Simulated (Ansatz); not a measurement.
# C2H4Te (SMILES C1C[Te]1): one structure at several levels

The task here is to estimate one member of a computed series from the others.

Computed with Ansatz 0.2.0, Gaussian basis. Level: single points in def2-TZVPP.

Correlated methods freeze the cores. Filled d shells of the heavier atoms are correlated. Core potentials replace the inner electrons past krypton, and spin-orbit coupling is left out. B3LYP uses VWN-RPA correlation.

## Where the work starts

SMILES `C1C[Te]1`, 7 atoms, charge 0, spin multiplicity 1.

Atoms are counted from 1 here; the program's logs count them from 0.

Bond lengths: C1–C2 1.462 Å, C1–Te3 2.219 Å, C1–H4 1.119 Å, C1–H5 1.074 Å, C2–Te3 2.206 Å, C2–H6 1.058 Å, C2–H7 1.063 Å. Angles: C2–C1–Te3 70.2°, C2–C1–H4 116.7°, C2–C1–H5 118.4°, Te3–C1–H4 113.1°, Te3–C1–H5 114.8°, H4–C1–H5 115.6°, C1–C2–Te3 71.2°, C1–C2–H6 119.3°, C1–C2–H7 117.9°, Te3–C2–H6 114.0°, Te3–C2–H7 114.6°, H6–C2–H7 113.1°, C1–Te3–C2 38.6°.

Geometry (Å):

| atom | x (Å) | y (Å) | z (Å) |
| --- | --- | --- | --- |
| C1 | -0.5754 | -0.0580 | -0.4645 |
| C2 | 0.5095 | 0.3142 | 0.4423 |
| Te3 | 0.6038 | -1.8587 | 0.0738 |
| H4 | -1.6084 | -0.0658 | -0.0353 |
| H5 | -0.5033 | 0.2368 | -1.4951 |
| H6 | 0.2833 | 0.5720 | 1.4430 |
| H7 | 1.3245 | 0.8673 | 0.0429 |

The first run:

run/in.yaml

```yaml
crystal:
  periodic: [false, false, false]
  atoms:
    - {symbol: C, position_ang: [-0.575400, -0.058000, -0.464500]}
    - {symbol: C, position_ang: [0.509500, 0.314200, 0.442300]}
    - {symbol: Te, position_ang: [0.603800, -1.858700, 0.073800]}
    - {symbol: H, position_ang: [-1.608400, -0.065800, -0.035300]}
    - {symbol: H, position_ang: [-0.503300, 0.236800, -1.495100]}
    - {symbol: H, position_ang: [0.283300, 0.572000, 1.443000]}
    - {symbol: H, position_ang: [1.324500, 0.867300, 0.042900]}
basis:
  gaussian: {orbitals: def2-TZVPP}
correlation: {method: ccsd_t}
output: {forces: true}
```

No record of the launch command was kept for these runs.

Among the steps run: CCSD(T)/def2-TZVPP; PBE0-D4/def2-TZVPP; wB97M-V/def2-TZVPP; r2SCAN-D4/def2-TZVPP; PBE-D4/def2-TZVPP; BLYP-D4/def2-TZVPP; B3LYP-D4/def2-TZVPP.

One table of the session follows, with a row left open; its other results are not shown here.

```
   method  RMS force component (eV/Å)  angle to CCSD(T) forces (°)  dipole (D)
  CCSD(T)                       0.522                    reference        1.80
  PBE0-D4                       0.570                         16.3        1.88
  wB97M-V                       0.558                         15.7        1.86
r2SCAN-D4                       0.534                         11.2        1.95
   PBE-D4                       0.549                         16.9        1.75
  BLYP-D4                       0.517                         24.9        1.74
 B3LYP-D4                           ?                            ?           ?
```

**Question.** Estimate the row for B3LYP-D4.

As computed: RMS force component (eV/Å): 0.512; angle to CCSD(T) forces (°): 15.4; dipole (D): 1.83. In the column «RMS force component (eV/Å)» it is the lowest.
